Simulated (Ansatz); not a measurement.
# C8H18O: up Jacob's ladder to CCSD(T)

The task here is to estimate one member of a computed series from the others.

The runs use Ansatz 0.2.0, Gaussian basis; functionals in def2-TZVPP, the program's frozen cores in correlated methods.

Plan: LDA (SPW92), PBE-D4, revPBE-D4, BLYP-D4, r2SCAN-D4, B97M-V, PBE0-D4, B3LYP-D4, r2SCANh-D4, r2SCAN0-D4, HSE06-D4, BHLYP-D4, CAM-B3LYP-D4, LC-ωPBE, ωB97X-V, ωB97M-V, B2PLYP, PBE-QIDH; CCSD(T)/def2-SVP; CCSD(T)/def2-TZVPP; MP2/def2-QZVPP; extrapolation to the limit; RPA on PBE.

### The relaxed structure

All runs share one geometry, relaxed beforehand with PBE0-D4 in a triple-zeta def2 set.

SMILES `CCCCOC(C)(C)C`, 27 atoms, charge 0, spin multiplicity 1.

Atoms are counted from 1 here; the program's logs count them from 0.

Bond lengths: C1–C2 1.518 Å, C1–H10 1.092 Å, C1–H11 1.094 Å, C1–H12 1.094 Å, C2–C3 1.520 Å, C2–H13 1.097 Å, C2–H14 1.093 Å, C3–C4 1.512 Å, C3–H15 1.096 Å, C3–H16 1.096 Å, C4–O5 1.406 Å, C4–H17 1.100 Å, C4–H18 1.099 Å, O5–C6 1.427 Å, C6–C7 1.524 Å, C6–C8 1.519 Å, C6–C9 1.525 Å, C7–H19 1.092 Å and more. Angles: C2–C1–H10 111.6°, C2–C1–H11 111.0°, C2–C1–H12 111.3°, H10–C1–H11 107.6°, H10–C1–H12 107.7°, H11–C1–H12 107.4°, C1–C2–C3 112.8°, C1–C2–H13 109.7°, C1–C2–H14 110.0°, C3–C2–H13 109.0°, C3–C2–H14 108.8°, H13–C2–H14 106.3°, C2–C3–C4 113.5°, C2–C3–H15 109.9°, C2–C3–H16 109.8°, C4–C3–H15 108.2°, C4–C3–H16 108.6°, H15–C3–H16 106.6° and more.

The first run:

The input, in.yaml:

```yaml
crystal:
  periodic: [false, false, false]
  atoms:
    - {symbol: C, position_ang: [-1.665258, -3.485372, -0.644476]}
    - {symbol: C, position_ang: [-0.831439, -2.217113, -0.687778]}
    - {symbol: C, position_ang: [-1.675052, -0.955947, -0.604209]}
    - {symbol: C, position_ang: [-0.860984, 0.318225, -0.632697]}
    - {symbol: O, position_ang: [-0.067296, 0.358772, 0.526968]}
    - {symbol: C, position_ang: [0.954016, 1.352126, 0.601276]}
    - {symbol: C, position_ang: [0.386481, 2.748584, 0.378243]}
    - {symbol: C, position_ang: [1.484674, 1.223824, 2.018621]}
    - {symbol: C, position_ang: [2.066173, 1.055238, -0.398949]}
    - {symbol: H, position_ang: [-1.040768, -4.379494, -0.708177]}
    - {symbol: H, position_ang: [-2.237895, -3.546896, 0.285359]}
    - {symbol: H, position_ang: [-2.379709, -3.519754, -1.472348]}
    - {symbol: H, position_ang: [-0.242747, -2.193052, -1.612911]}
    - {symbol: H, position_ang: [-0.110832, -2.214742, 0.134503]}
    - {symbol: H, position_ang: [-2.385974, -0.927479, -1.438379]}
    - {symbol: H, position_ang: [-2.270886, -0.968923, 0.315470]}
    - {symbol: H, position_ang: [-0.240189, 0.335941, -1.540061]}
    - {symbol: H, position_ang: [-1.531290, 1.187485, -0.675839]}
    - {symbol: H, position_ang: [0.039855, 2.887471, -0.648042]}
    - {symbol: H, position_ang: [1.154650, 3.500467, 0.571289]}
    - {symbol: H, position_ang: [-0.450736, 2.931865, 1.055797]}
    - {symbol: H, position_ang: [1.855532, 0.211269, 2.189636]}
    - {symbol: H, position_ang: [2.299926, 1.928791, 2.193570]}
    - {symbol: H, position_ang: [0.688178, 1.422297, 2.738397]}
    - {symbol: H, position_ang: [2.436480, 0.037643, -0.257667]}
    - {symbol: H, position_ang: [1.726990, 1.160262, -1.431519]}
    - {symbol: H, position_ang: [2.898109, 1.748512, -0.256105]}
basis:
  gaussian: {orbitals: def2-TZVPP}
hamiltonian: {xc: lda}
output: {orbitals: {seedname: orbitals}}
```

Started as:

```sh
$ ansatz run in.yaml --threads 4 --pin off --events-out ev --progress --plain --max-ram 66560MiB --backend cuda --devices 0, --max-vram 37GiB
```

Among the steps run: LDA; PBE-D4 (GGA); revPBE-D4 (GGA); BLYP-D4 (GGA); r2SCAN-D4 (meta-GGA); B97M-V (meta-GGA); B3LYP-D4 (hybrid); r2SCANh-D4 (hybrid); r2SCAN0-D4 (hybrid); HSE06-D4 (hybrid); BHLYP-D4 (hybrid); CAM-B3LYP-D4 (range-separated); LC-ωPBE (range-separated); ωB97X-V (range-separated); ωB97M-V (range-separated); B2PLYP (double hybrid); PBE-QIDH (double hybrid).

One table of the session follows, with a row left open; its other results are not shown here.

It belongs to the step «Orbital energies across the functionals». 

```
  functional  HOMO (eV)  LUMO (eV)  gap (eV)
 LDA (SPW92)      -5.75       0.10      5.86
      PBE-D4      -5.61       0.30      5.91
   revPBE-D4      -5.54       0.40      5.95
     BLYP-D4      -5.53       0.30      5.84
   r2SCAN-D4      -5.91       1.01      6.92
      B97M-V          ?          ?         ?
     PBE0-D4      -7.16       1.08      8.24
    B3LYP-D4      -6.94       0.76      7.70
  r2SCANh-D4      -6.50       1.23      7.74
  r2SCAN0-D4      -7.38       1.55      8.93
    HSE06-D4      -6.76       0.72      7.47
    BHLYP-D4      -8.68       1.67     10.36
CAM-B3LYP-D4      -8.61       1.84     10.45
     LC-ωPBE      -9.89       3.13     13.02
     ωB97X-V      -9.62       2.89     12.51
     ωB97M-V      -9.58       2.47     12.05
```

**Question.** Estimate the row for B97M-V.

**Answer.** HOMO (eV): -6.12; LUMO (eV): 0.38; gap (eV): 6.51. In the column «HOMO (eV)» it lies between r2SCANh-D4 (-6.50) and r2SCAN-D4 (-5.91).
